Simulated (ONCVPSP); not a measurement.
# An ONCV potential for Gd, from input to tests

Aim: build the potential from the settings below, then test how well it stands in for the atom: other configurations, scattering, ghost states and the plane-wave cutoff that it needs.

Program: ONCVPSP 4.0.1.1 (patched build). Reference atom: PBE, scalar-relativistic, spherical and spin-unpolarised. All values are calculated.

**1. The atom and the settings**

Typed settings, in words:

* element: gadolinium (Gd, Z = 64)
* type: optimised norm-conserving Vanderbilt (ONCV)
* frozen core: [Kr] 4d10
* valence charge: 18
* reference configuration: 4f7 5s2 5p6 5d1 6s1.5 (charge +0.5)
* partial waves: 5s+6s: rc 2.15 bohr, ncon 4, nbas 7, qcut 4.8 1/bohr, 2 projectors; 5p: rc 2.15 bohr, ncon 4, nbas 8, qcut 8 1/bohr, 2 projectors, debl 3.9 Ha; 5d: rc 3.45 bohr, ncon 4, nbas 8, qcut 5.5 1/bohr, 2 projectors, debl 1.7 Ha; 4f: rc 1.50 bohr, ncon 3, nbas 7, qcut 12.4 1/bohr, 2 projectors, debl 1.1 Ha
* local potential: polynomial inside 0.66 bohr (lpopt 5, dvloc0 -1 Ha)
* core correction: not asked for

An earlier all-electron run gives the scale for the radii.

All-electron outer shells of the reference configuration (PBE, scalar-relativistic, ld1.x):

```csv
shell,level (eV),outermost node (bohr),outermost maximum (bohr)
4d,-150.73,0.27,0.56
5s,-52.76,0.65,1.20
5p,-30.28,0.70,1.35
4f,-11.71,–,0.56
6s,-6.62,1.60,3.29
5d,-5.34,0.79,1.95
6p,-3.44,1.91,4.28
```

**2. Generating the potential**

Gd.dat

```
# ATOM AND REFERENCE CONFIGURATION
# atsym  z   nc   nv     iexc    psfile
  Gd 64.00    9    5        4      upf
#
#   n    l    f
    1    0    2.00
    2    0    2.00
    2    1    6.00
    3    0    2.00
    3    1    6.00
    3    2   10.00
    4    0    2.00
    4    1    6.00
    4    2   10.00
    4    3    7.00
    5    0    2.00
    5    1    6.00
    5    2    1.00
    6    0    1.50
#
# PSEUDOPOTENTIAL AND OPTIMIZATION
# lmax
    3
#
#   l,   rc,      ep,       ncon, nbas, qcut
    0    2.15    0.00    4    7    4.80
    1    2.15    0.00    4    8    8.00
    2    3.45    0.00    4    8    5.50
    3    1.50    0.00    3    7   12.40
#
# LOCAL POTENTIAL
# lloc, lpopt,  rc(5),   dvloc0
    4    5    0.66   -1.00
#
# VANDERBILT-KLEINMAN-BYLANDER PROJECTORs
# l, nproj, debl
    0    2    0.70
    1    2    3.90
    2    2    1.70
    3    2    1.10
#
# MODEL CORE CHARGE
# icmod, fcfact, rcfact
    0    0.00    0.00
#
# LOG DERIVATIVE ANALYSIS
# epsh1, epsh2, depsh
   -3.00    5.00    0.02
#
# OUTPUT GRID
# rlmax, drl
    6.00    0.01
#
# TEST CONFIGURATIONS
# ncnf
    4
# nvcnf
#   n    l    f
    5
    4    3    7.00
    5    0    2.00
    5    1    6.00
    5    2    1.00
    6    0    2.00
#
    5
    4    3    7.00
    5    0    2.00
    5    1    6.00
    5    2    1.00
    6    0    1.00
#
    5
    4    3    7.00
    5    0    2.00
    5    1    6.00
    5    2    1.00
    6    0    0.00
#
    5
    4    3    6.00
    5    0    2.00
    5    1    6.00
    5    2    0.00
    6    0    0.00
#
```

Started as:

```bash
$ oncvpsp.x < Gd.dat > Gd.out
```

**Question.** What will these runs give? Wanted: cutoffs for 1 and 0.1 mHa per electron, occupied waves; bound ghosts; GHOST(+) flags; largest test error; largest phase difference near zero energy, channels read.

**Answer**, as computed:

| quantity | value |
| --- | --- |
| cutoffs for 1 and 0.1 mHa per electron, occupied waves | 61 Ha and 67 Ha |
| bound ghosts | s at -672.38 eV, p at -307.91 eV, d at -443.99 eV |
| GHOST(+) flags | s at 61 eV |
| largest test error (AE − PS) | +441 meV, for 4f6 5s2 5p6 5d0 6s0 |
| largest phase difference near zero energy, channels read | 0.002 rad |

What this shows: A bound ghost (s, p, d) makes it unfit for use: electrons can fall into a state that the atom doesn't have. By total energies transferability is poor: the largest error is 441 meV on 79.4 eV, for 4f6 5s2 5p6 5d0 6s0. That test lies far up in energy; among those under 40 eV, nearer to bonding, the largest error is 6.5 meV. The potential is hard: the looser tolerance needs 61 Ha. At the looser tolerance the 4f wave is the slowest; 5p needs 16 Ha. Near zero energy the phases of the channels with partial waves agree within 0.002 rad. The program also flags highly localised states, GHOST(+) (s).
